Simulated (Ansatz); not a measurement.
Write a Python script for Ansatz 0.2.0 through its Python package that makes a rigid scan of one bond length of C2H5AlS, SMILES [CH3][Al]1[CH2][S]1. Settings (for the species named): PBE, def2-SVP basis, multiplicity 1, D4 dispersion.

```xyz
9

C    -0.3241    1.4983   -0.9009
Al    0.4566   -0.1493   -0.2695
C     0.2952   -1.4580    1.1362
S     0.6660   -2.4466   -0.3436
H    -0.9742    1.3274   -1.8374
H    -1.0280    1.9729   -0.1203
H     0.4490    2.2796   -1.1534
H     1.2262   -1.4885    1.8430
H    -0.6783   -1.5821    1.6289
```

Script `run_scan.py`:
```python
"""Potential curve of C2H5AlS along one bond."""

import ansatz as az
import numpy as np

molecule = (
    az.Crystal.molecule()
    .atom("C", (-0.3241, 1.4983, -0.9009))
    .atom("Al", (0.4566, -0.1493, -0.2695))
    .atom("C", (0.2952, -1.458, 1.1362))
    .atom("S", (0.666, -2.4466, -0.3436))
    .atom("H", (-0.9742, 1.3274, -1.8374))
    .atom("H", (-1.028, 1.9729, -0.1203))
    .atom("H", (0.449, 2.2796, -1.1534))
    .atom("H", (1.2262, -1.4885, 1.843))
    .atom("H", (-0.6783, -1.5821, 1.6289))
)

symbols = [site.symbol for site in molecule.cartesian_sites]
start = np.array([site.position_ang for site in molecule.cartesian_sites])
axis = (start[4] - start[0]) / np.linalg.norm(start[4] - start[0])
moving = [4]
lengths, energies = [0.98, 1.06, 1.15, 1.27, 1.44, 1.73, 2.07, 2.54], []
for length in lengths:
    xyz = start.copy()
    xyz[moving] += (length - np.linalg.norm(start[4] - start[0])) * axis
    point = az.Crystal.molecule()
    for symbol, place in zip(symbols, xyz):
        point = point.atom(symbol, place.tolist())
    calc = (
        point.calculation()
        .basis(gaussian="def2-SVP")
        .functional("pbe", dispersion="d4")
    )
    data = calc.run(threads=1, backend="cpu").report
    energies.append(data["free_energy_ev"])
    print(f"r = {length:6.3f} A  E = {energies[-1]:.5f} eV  <S^2> = {abs(data['mean_field']['state']['spin_squared']):.3f}")

print("energy above the lowest point (eV):", [round(e - min(energies), 3) for e in energies])
```

Output of `python run_scan.py`:
```text
r =  0.980 A  E = -19568.75649 eV  <S^2> = 0.000
r =  1.060 A  E = -19569.06177 eV  <S^2> = 0.000
r =  1.150 A  E = -19569.08216 eV  <S^2> = 0.000
r =  1.270 A  E = -19568.80365 eV  <S^2> = 0.000
r =  1.440 A  E = -19568.14528 eV  <S^2> = 0.000
r =  1.730 A  E = -19566.88099 eV  <S^2> = 0.000
r =  2.070 A  E = -19565.63852 eV  <S^2> = 0.000
r =  2.540 A  E = -19564.49794 eV  <S^2> = 0.000
energy above the lowest point (eV): [0.326, 0.02, 0.0, 0.279, 0.937, 2.201, 3.444, 4.584]
```

Total energies depend on the basis set; only differences at equal settings carry meaning. The rest of the molecule is held rigid at a force-field or estimated start geometry, and the basis set is modest; single-reference methods fail as a bond breaks. The orbitals are restricted, so S² is zero by construction. Toward dissociation an unrestricted state can lie under the restricted one, by tenths of an eV for polar bonds under a functional and by 1 to 2 eV or more for others. Run time: 18 s on 1 thread of Arm Neoverse V2, on a shared host, peak memory 0.19 GiB.
